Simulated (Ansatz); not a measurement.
# C2H5GeNS: one species, many methods

The task here is to estimate one member of a computed series from the others.

Method: functionals in def2-TZVPP, the program's frozen cores in correlated methods; program: Ansatz 0.2.0, Gaussian basis.

Levels to be run: PBE-D4, r2SCAN-D4, PBE0-D4, B3LYP-D4, ωB97X-V, ωB97M-V, B2PLYP; CCSD(T)/def2-TZVPP; MP2/def2-QZVPP; extrapolation to the limit.

## The relaxed structure

All runs share one geometry, relaxed beforehand with PBE0-D4 in a triple-zeta def2 set.

SMILES `C#[C][GeH]([NH2])[SH]`, 10 atoms, charge 0, spin multiplicity 1.

Atoms are counted from 1 here; the program's logs count them from 0.

Bond lengths: C1–C2 1.206 Å, C1–H6 1.066 Å, C2–Ge3 1.910 Å, Ge3–N4 1.824 Å, Ge3–S5 2.216 Å, Ge3–H7 1.533 Å, N4–H8 1.011 Å, N4–H9 1.011 Å, S5–H10 1.343 Å. Angles: C2–C1–H6 179.9°, C1–C2–Ge3 179.3°, C2–Ge3–N4 115.2°, C2–Ge3–S5 106.7°, C2–Ge3–H7 108.9°, N4–Ge3–S5 104.9°, N4–Ge3–H7 107.5°, S5–Ge3–H7 113.8°, Ge3–N4–H8 114.7°, Ge3–N4–H9 114.4°, H8–N4–H9 109.5°, Ge3–S5–H10 93.2°.

Set-up of the first run:

in.yaml reads:

```yaml
crystal:
  periodic: [false, false, false]
  atoms:
    - {symbol: C, position_ang: [-0.797829, 2.029424, 1.165000]}
    - {symbol: C, position_ang: [-0.488949, 1.118144, 0.437900]}
    - {symbol: Ge, position_ang: [0.007119, -0.336350, -0.696374]}
    - {symbol: N, position_ang: [-0.205006, -1.995578, 0.030873]}
    - {symbol: S, position_ang: [2.185048, -0.145707, -1.058771]}
    - {symbol: H, position_ang: [-1.072475, 2.834632, 1.807574]}
    - {symbol: H, position_ang: [-0.839649, -0.280029, -1.972942]}
    - {symbol: H, position_ang: [-1.163742, -2.307341, 0.100378]}
    - {symbol: H, position_ang: [0.256602, -2.124435, 0.920513]}
    - {symbol: H, position_ang: [2.202081, 1.156139, -0.731251]}
basis:
  gaussian: {orbitals: def2-TZVPP}
hamiltonian: {xc: pbe, dispersion: d4}
output: {forces: true, orbitals: {seedname: orbitals}}
```

Command:

```sh
$ ansatz run in.yaml --threads 4 --pin off --events-out ev --progress --plain --max-ram 10444MiB
```

Among the steps run: PBE-D4 (GGA); r2SCAN-D4 (meta-GGA); PBE0-D4 (hybrid); B3LYP-D4 (hybrid); ωB97X-V (range-separated); ωB97M-V (range-separated); B2PLYP (double hybrid); CCSD(T) in def2-TZVPP; MP2 in def2-QZVPP.

One of the session's tables, all rows but one given; the rest of the session is left out.

It belongs to the step «Atomisation energies». 

```
            method  atomisation energy (kJ/mol)
            PBE-D4                       3668.1
         r2SCAN-D4                       3582.5
           PBE0-D4                       3585.9
          B3LYP-D4                       3573.6
           ωB97X-V                       3597.5
           ωB97M-V                            ?
            B2PLYP                       3545.8
     HF/def2-TZVPP                       2463.8
    MP2/def2-TZVPP                       3565.9
   CCSD/def2-TZVPP                       3420.8
CCSD(T)/def2-TZVPP                       3494.2
           MP2/CBS                       3664.7
       CCSD(T)/CBS                       3593.0
```

**Question.** Estimate the row for ωB97M-V.

As computed: atomisation energy (kJ/mol): 3591.3. In the column «atomisation energy (kJ/mol)» it lies between PBE0-D4 (3585.9) and CCSD(T)/CBS (3593.0).
